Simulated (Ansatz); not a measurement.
# Hf: the cost of one run

Computed with Ansatz 0.2.0 (DFT LDA, scalar-relativistic, unless a step's input says otherwise).

**1. The starting structure**

Symmetry: Fm-3m, No. 225, cubic system. Conventional cell: a = 4.440 Å, b = 4.440 Å, c = 4.440 Å, α = 90.00°, β = 90.00°, γ = 90.00°. Hf (site symmetry m-3m) is surrounded by 12 Hf at 3.14 Å.

Structure file:

```cif
data_structure
_symmetry_space_group_name_H-M 'P 1'
_symmetry_Int_Tables_number 1
_cell_length_a 3.1396
_cell_length_b 3.1396
_cell_length_c 3.1396
_cell_angle_alpha 60.000
_cell_angle_beta 60.000
_cell_angle_gamma 60.000
_cell_volume 21.88
loop_
_atom_site_label
_atom_site_type_symbol
_atom_site_fract_x
_atom_site_fract_y
_atom_site_fract_z
_atom_site_occupancy
Hf1 Hf 0.00000 0.00000 0.00000 1
```

**2. The deformed structure**

Space group Fm-3m before, I4/mmm after.

**3. Full-potential LAPW**

The input, input.yaml:

```yaml
crystal:
  lattice:
    - [0.0, 2.22, 2.2866]
    - [2.22, 0.0, 2.2866]
    - [2.22, 2.22, 0.0]
  atoms:
    - { symbol: Hf, position: [0.0, 0.0, 0.0] }
kpoints:
  mp_grid: { grid: [13, 13, 13] }
  band_path:
    path:
      - [0.0, 0.0, 0.0]
      - [0.0, 0.5, 0.5]
      - [0.25, 0.75, 0.5]
      - [0.0, 0.5, 0.0]
      - [0.0, 0.0, 0.0]
      - [0.5, 0.5, 0.0]
      - [0.3678244886, 0.6321755114, 0.0]
      - [-0.3678244886, 0.3678244886, 0.0]
      - [0.0, 0.0, 0.0]
    npoints: 5
scf:
  occupations: { method: fermi_dirac, width: 0.03 }
hamiltonian:
  xc: lda
  pseudopotentials: { kind: all_electron, lapw: { basis_error: 0.001 } }
output:
  forces: true
  stress: true
  eigenvalues: true
```

Started as:

```
$ ansatz run input.yaml --threads 1 --pin off --max-ram 3072MiB --backend cpu --events-out ev --progress --plain --runs-dir out
```

Q: Estimate wall time and peak memory on 1 thread of Arm Neoverse V1, shared host.

About 21 s, with a peak of 0.37 GiB.
